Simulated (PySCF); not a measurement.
# C5H4O2: excited states, first hyperpolarisability

What do calculations give for the excited states, first hyperpolarisability of C5H4O2 (`Cc1c(C=O)c1=O`)?

Programs: PySCF 2.14.0, with routines of our own; each step states its level. All values are computed. Atoms count from 0.

## 1. The system as given

11 atoms, charge 0, multiplicity 1; geometry from: GFN2-xTB.

## 2. Optimising the geometry at PBE0-D3(BJ)/def2-SVP

The job: settings as JSON, then the geometry in Å.

```
{"job": {"xc": "PBE0", "basis": "def2-SVP", "d3": "d3bj", "grid": 2, "kind": "geom"}, "charge": 0, "multiplicity": 1}
C     -1.746036    -0.505877    -0.042442
C     -0.512491     0.282816    -0.074239
C      0.844629     0.215202    -0.003070
C      2.061200    -0.527615     0.155709
O      2.694041    -1.064405    -0.714757
C      0.166582     1.511807    -0.159032
O      0.281105     2.689420    -0.257215
H     -1.545718    -1.531098     0.262570
H     -2.186852    -0.510868    -1.039748
H     -2.465347    -0.047389     0.634923
H      2.414310    -0.509322     1.211336
```

The run is started by

```
> OMP_NUM_THREADS=1 python excited_run.py task.json out
```

This one command runs all jobs of the session in turn.

The log of the run:

```text
step   0  E = -342.65402783  max force = 0.028366
step   1  E = -342.65593400  max force = 0.007385
step   2  E = -342.65597688  max force = 0.008571
step   3  E = -342.65624595  max force = 0.005059
step   4  E = -342.65636973  max force = 0.003780
step   5  E = -342.65648919  max force = 0.002370
step   6  E = -342.65658057  max force = 0.003522
step   7  E = -342.65663839  max force = 0.002558
step   8  E = -342.65671887  max force = 0.003134
step   9  E = -342.65679974  max force = 0.003943
step  10  E = -342.65693987  max force = 0.004625
step  11  E = -342.65704827  max force = 0.004167
step  12  E = -342.65715937  max force = 0.006596
step  13  E = -342.65730707  max force = 0.004097
step  14  E = -342.65739425  max force = 0.002301
step  15  E = -342.65753954  max force = 0.001817
step  16  E = -342.65760381  max force = 0.003430
step  17  E = -342.65766272  max force = 0.003041
step  18  E = -342.65779643  max force = 0.002826
step  19  E = -342.65788384  max force = 0.002897
step  20  E = -342.65793677  max force = 0.002004
step  21  E = -342.65796321  max force = 0.000417
step  22  E = -342.65796486  max force = 0.000260
optimisation converged
```

Run time: 1.8 min. Hardware: 1 thread of Arm Neoverse V2, shared host; peak memory 0.61 GiB.

The steps of the relaxation:

```
step  energy from step 0 (eV)  largest force component (eV/Å)
   0                   0.0000                          1.4586
   1                  -0.0519                          0.3798
   2                  -0.0530                          0.4407
   3                  -0.0604                          0.2601
   4                  -0.0637                          0.1944
   5                  -0.0670                          0.1219
   6                  -0.0695                          0.1811
   7                  -0.0710                          0.1315
   8                  -0.0732                          0.1612
   9                  -0.0754                          0.2028
  10                  -0.0792                          0.2378
  11                  -0.0822                          0.2143
  12                  -0.0852                          0.3392
  13                  -0.0892                          0.2107
  14                  -0.0916                          0.1183
  15                  -0.0956                          0.0934
  16                  -0.0973                          0.1764
  17                  -0.0989                          0.1564
  18                  -0.1025                          0.1453
  19                  -0.1049                          0.1490
  20                  -0.1064                          0.1030
  21                  -0.1071                          0.0214
  22                  -0.1071                          0.0134
```

Distances of close pairs at the start and the end, largest changes first:

```
 bond  before (Å)  after (Å)  change (Å)
C2–C3       1.434      1.480      +0.045
C2–C5       1.471      1.433      -0.039
C1–C5       1.407      1.442      +0.036
C0–H9       1.089      1.102      +0.012
C5–O6       1.187      1.198      +0.011
C0–H8       1.090      1.101      +0.011
C0–H7       1.088      1.098      +0.010
C1–C2       1.361      1.354      -0.006
```

The next job starts from the end point, and lists it.

```
                         at the end point                value
  point group (found at 0.08 Å tolerance)                   Cs
rotational constants (GHz, main isotopes)  3.988, 2.061, 1.370
                        dipole moment (D)                 2.34
```

## 3. Excited states: TDA CAM-B3LYP/def2-TZVPD

The job: settings as JSON, then the geometry in Å.

```
{"job": {"kind": "states", "xc": "CAM-B3LYP", "basis": "def2-TZVPD", "tda": true, "soc": true, "nstates": 6, "ntriplets": 5, "nquad": 4}, "charge": 0, "multiplicity": 1}
C     -1.395728    -0.521865    -0.357270
C     -0.232784     0.355759    -0.169727
C      1.094020     0.402275     0.098651
C      2.239182    -0.491099     0.381651
O      2.116457    -1.687598     0.430306
C      0.412584     1.644390    -0.115461
O      0.384333     2.839980    -0.193261
H     -1.122198    -1.580653    -0.261260
H     -1.842192    -0.337706    -1.346964
H     -2.169767    -0.269057     0.384569
H      3.220313     0.011908     0.543707
```

Method: TDA CAM-B3LYP/def2-TZVPD excited states, vertical, gas phase, spin-orbit mean-field couplings.

The log of the run:

```text
coarse grid: 10088 points
cycle   1  E = -343.0048293872  dE =  1.604e+00  |g| = 1.154e+00  |ddm| = 3.755e+00
cycle   2  E = -342.3809141936  dE =  6.239e-01  |g| = 2.206e+00  |ddm| = 2.679e+00
cycle   3  E = -343.2687825930  dE = -8.879e-01  |g| = 9.025e-02  |ddm| = 1.651e+00
cycle   4  E = -343.2698901229  dE = -1.108e-03  |g| = 6.565e-02  |ddm| = 1.971e-01
cycle   5  E = -343.2707884374  dE = -8.983e-04  |g| = 2.073e-02  |ddm| = 9.540e-02
cycle   6  E = -343.2708689850  dE = -8.055e-05  |g| = 6.728e-03  |ddm| = 3.403e-02
cycle   7  E = -343.2708787705  dE = -9.785e-06  |g| = 2.535e-03  |ddm| = 1.275e-02
final grid: 99944 points
cycle   8  E = -343.2676534803  dE = -2.550e-05  |g| = 5.041e-03  |ddm| = 1.780e-01
cycle   9  E = -343.2676469751  dE =  6.505e-06  |g| = 7.996e-03  |ddm| = 1.420e-02
cycle  10  E = -343.2676582074  dE = -1.123e-05  |g| = 6.876e-04  |ddm| = 5.949e-03
cycle  11  E = -343.2676582963  dE = -8.885e-08  |g| = 1.861e-04  |ddm| = 1.370e-03
cycle  12  E = -343.2676583036  dE = -7.363e-09  |g| = 7.942e-05  |ddm| = 4.416e-04
cycle  13  E = -343.2676583049  dE = -1.292e-09  |g| = 3.231e-05  |ddm| = 1.370e-04
cycle  14  E = -343.2676583051  dE = -2.150e-10  |g| = 1.207e-05  |ddm| = 5.949e-05
converged SCF energy = -343.2676583051

Singlet excitations
state   eV       nm        f     d(h-e)  d(exc)  Lambda  PR(NTO)  |dmu|/D   mu/D   main configurations
  1   2.9823   415.7   0.00078   0.746   2.824   0.455   1.041    2.072    2.091   H->L 0.86, H-2->L 0.11
  2   4.1603   298.0   0.00001   0.358   2.615   0.494   1.106    1.004    1.693   H-2->L 0.82, H->L 0.11
  3   5.4914   225.8   0.00030   0.563   2.398   0.468   1.060    1.485    0.992   H->L+3 0.82
  4   5.5610   223.0   0.25384   1.646   3.084   0.637   1.110    4.262    3.874   H-1->L 0.94
  5   6.0933   203.5   0.00159   0.636   3.651   0.239   1.023                     H->L+1 0.86
  6   6.2450   198.5   0.00029   0.823   2.588   0.463   1.093                     H-3->L 0.89

Triplet excitations (Tamm-Dancoff)
state   eV     d(h-e)  d(exc)  Lambda  PR(NTO)   main configurations
  1   2.5444   0.381   2.663   0.459   1.064   H->L 0.76, H-2->L 0.20
  2   3.6594   0.610   2.620   0.485   1.168   H-2->L 0.70, H->L 0.19
  3   3.7520   0.847   2.683   0.646   1.046   H-1->L 0.90
  4   5.0832   0.566   2.349   0.464   1.065   H->L+3 0.80
  5   5.8268   0.398   2.043   0.670   1.297   H-6->L 0.42, H-4->L 0.29
S1 - T1 = 0.4379 eV

Spin-orbit couplings |<S|Hso|T>| (cm-1)
             T1       T2       T3       T4       T5
S0       29.470   50.487    0.441   39.383    1.250
S1        1.244    9.677   31.857    2.788   18.048
S2       10.524    1.545    0.906    0.570   38.133
S3        2.503    1.101    2.051    0.160    6.504
S4       31.746   13.595    0.096    3.382    0.357
S5        2.557    0.703    0.051    1.547    0.104
S6       21.504   10.358    8.461    1.691   10.704
T1 sublevels (cm-1): 0.000 0.014 0.134   radiative rates (1/s): 0.00649 0.715 422
```

Wall time 49 s (1 thread of Arm Neoverse V2, shared host); peak memory 1.1 GiB.

Key values:

```
  quantity    value
S1 less T1  0.44 eV
```

## 4. Excited states: TDDFT CAM-B3LYP/def2-TZVPD

The job, as its differences from that of step 3:

```diff
@@ -1,2 +1,2 @@
-{"job": {"kind": "states", "xc": "CAM-B3LYP", "basis": "def2-TZVPD", "tda": true, "soc": true, "nstates": 6, "ntriplets": 5, "nquad": 4}, "charge": 0, "multiplicity": 1}
+{"job": {"kind": "states", "xc": "CAM-B3LYP", "basis": "def2-TZVPD", "tpa": true, "nstates": 8, "nquad": 6, "ntriplets": 0}, "charge": 0, "multiplicity": 1}
 C     -1.395728    -0.521865    -0.357270
```

With the program's defaults for keys left out, this is: TDDFT CAM-B3LYP/def2-TZVPD excited states, vertical, gas phase, two-photon moments by quadratic response.

The log of the run:

```text
coarse grid: 10088 points
cycle   1  E = -343.0048293872  dE =  1.604e+00  |g| = 1.154e+00  |ddm| = 3.755e+00
cycle   2  E = -342.3809141936  dE =  6.239e-01  |g| = 2.206e+00  |ddm| = 2.679e+00
cycle   3  E = -343.2687825930  dE = -8.879e-01  |g| = 9.025e-02  |ddm| = 1.651e+00
cycle   4  E = -343.2698901229  dE = -1.108e-03  |g| = 6.565e-02  |ddm| = 1.971e-01
cycle   5  E = -343.2707884374  dE = -8.983e-04  |g| = 2.073e-02  |ddm| = 9.540e-02
cycle   6  E = -343.2708689850  dE = -8.055e-05  |g| = 6.728e-03  |ddm| = 3.403e-02
cycle   7  E = -343.2708787705  dE = -9.785e-06  |g| = 2.535e-03  |ddm| = 1.275e-02
final grid: 99944 points
cycle   8  E = -343.2676534803  dE = -2.550e-05  |g| = 5.041e-03  |ddm| = 1.780e-01
cycle   9  E = -343.2676469751  dE =  6.505e-06  |g| = 7.996e-03  |ddm| = 1.420e-02
cycle  10  E = -343.2676582074  dE = -1.123e-05  |g| = 6.876e-04  |ddm| = 5.949e-03
cycle  11  E = -343.2676582963  dE = -8.885e-08  |g| = 1.861e-04  |ddm| = 1.370e-03
cycle  12  E = -343.2676583036  dE = -7.363e-09  |g| = 7.942e-05  |ddm| = 4.416e-04
cycle  13  E = -343.2676583049  dE = -1.292e-09  |g| = 3.231e-05  |ddm| = 1.370e-04
cycle  14  E = -343.2676583051  dE = -2.150e-10  |g| = 1.207e-05  |ddm| = 5.949e-05
converged SCF energy = -343.2676583051

Singlet excitations
state   eV       nm        f     d(h-e)  d(exc)  Lambda  PR(NTO)  |dmu|/D   mu/D   delta(TPA)   sigma/GM   main configurations
  1   2.9539   419.7   0.00060   0.759   2.832   0.455   1.041    2.036    2.078        0.56      0.002   H->L 0.86, H-2->L 0.11
  2   4.1292   300.3   0.00000   0.394   2.632   0.494   1.106    1.015    1.681        2.98      0.019   H-2->L 0.82, H->L 0.11
  3   5.3450   232.0   0.19765   1.589   3.050   0.634   1.144    4.191    3.821      242.85      2.542   H-1->L 0.97
  4   5.4666   226.8   0.00018   0.560   2.401   0.468   1.061    1.495    0.981        5.09      0.056   H->L+3 0.82
  5   6.0880   203.7   0.00135   0.635   3.652   0.239   1.023    1.273    1.905       24.78      0.336   H->L+1 0.86
  6   6.2271   199.1   0.00020   0.825   2.589   0.463   1.094    2.677    3.566        0.33      0.005   H-3->L 0.89
  7   7.1828   172.6   0.00616   0.887   4.304   0.194   1.047                                            H->L+2 0.82
  8   7.3459   168.8   0.00358   0.838   3.991   0.249   1.458                                            H->L+4 0.60, H-2->L+1 0.17
```

Run time: 61 s. Hardware: 1 thread of Arm Neoverse V2, shared host; peak memory 1.1 GiB.

## 5. First hyperpolarisability: quadratic response CAM-B3LYP/def2-TZVPD

The job, as its differences from that of step 4:

```diff
@@ -1,2 +1,2 @@
-{"job": {"kind": "states", "xc": "CAM-B3LYP", "basis": "def2-TZVPD", "tpa": true, "nstates": 8, "nquad": 6, "ntriplets": 0}, "charge": 0, "multiplicity": 1}
+{"job": {"kind": "beta", "xc": "CAM-B3LYP", "basis": "def2-TZVPD"}, "charge": 0, "multiplicity": 1}
 C     -1.395728    -0.521865    -0.357270
```

Level: quadratic response CAM-B3LYP/def2-TZVPD first hyperpolarisability, Taylor convention, gas phase.

The log of the run:

```text
coarse grid: 10088 points
cycle   1  E = -343.0048293872  dE =  1.604e+00  |g| = 1.154e+00  |ddm| = 3.755e+00
cycle   2  E = -342.3809141936  dE =  6.239e-01  |g| = 2.206e+00  |ddm| = 2.679e+00
cycle   3  E = -343.2687825930  dE = -8.879e-01  |g| = 9.025e-02  |ddm| = 1.651e+00
cycle   4  E = -343.2698901229  dE = -1.108e-03  |g| = 6.565e-02  |ddm| = 1.971e-01
cycle   5  E = -343.2707884374  dE = -8.983e-04  |g| = 2.073e-02  |ddm| = 9.540e-02
cycle   6  E = -343.2708689850  dE = -8.055e-05  |g| = 6.728e-03  |ddm| = 3.403e-02
cycle   7  E = -343.2708787705  dE = -9.785e-06  |g| = 2.535e-03  |ddm| = 1.275e-02
final grid: 99944 points
cycle   8  E = -343.2676534803  dE = -2.550e-05  |g| = 5.041e-03  |ddm| = 1.780e-01
cycle   9  E = -343.2676469751  dE =  6.505e-06  |g| = 7.996e-03  |ddm| = 1.420e-02
cycle  10  E = -343.2676582074  dE = -1.123e-05  |g| = 6.876e-04  |ddm| = 5.949e-03
cycle  11  E = -343.2676582963  dE = -8.885e-08  |g| = 1.861e-04  |ddm| = 1.370e-03
cycle  12  E = -343.2676583036  dE = -7.363e-09  |g| = 7.942e-05  |ddm| = 4.416e-04
cycle  13  E = -343.2676583049  dE = -1.292e-09  |g| = 3.231e-05  |ddm| = 1.370e-04
cycle  14  E = -343.2676583051  dE = -2.150e-10  |g| = 1.207e-05  |ddm| = 5.949e-05
converged SCF energy = -343.2676583051

Lowest singlets (eV, f): 2.9539 0.0006  4.1292 0.0000  5.3450 0.1977

First hyperpolarisability (au)
process     nm      |vector|   parallel      HRS      DR
static         -      279.68      -8.94     116.81   4.859
shg       1907.0      304.42     -10.73     126.94   4.891
eope      1907.0      287.56       -9.5          -       -
shg       1064.0      374.19     -16.38     155.18   5.016
eope      1064.0      306.30     -10.87          -       -
```

It took 41 s on 1 thread of Arm Neoverse V2, shared host; peak memory 1.2 GiB.

## 6. Results

| quantity | value |
| --- | --- |
| point group | Cs |
| rotational constants (main isotopes) | 3.99, 2.06, 1.37 GHz |
| S1 less T1 (step 3, TDA CAM-B3LYP/def2-TZVPD) | 0.44 eV |
| β vector (step 5, quadratic response CAM-B3LYP/def2-TZVPD) | static 280, SHG 1907.0 nm 304, SHG 1064.0 nm 374 au |

Over 22 steps the energy fell by 0.107 eV; of the close pairs, C2–C3 changed most, 1.434 to 1.480 Å. In step 3, the number of triplets below S1 is 1, and the largest singlet-triplet spin-orbit coupling is S0–T2, 50.49 cm⁻¹. β grows from 280 au (static) to 374 au for doubling at 1064.0 nm: normal dispersion, which grows as twice the photon energy moves toward the bright states.
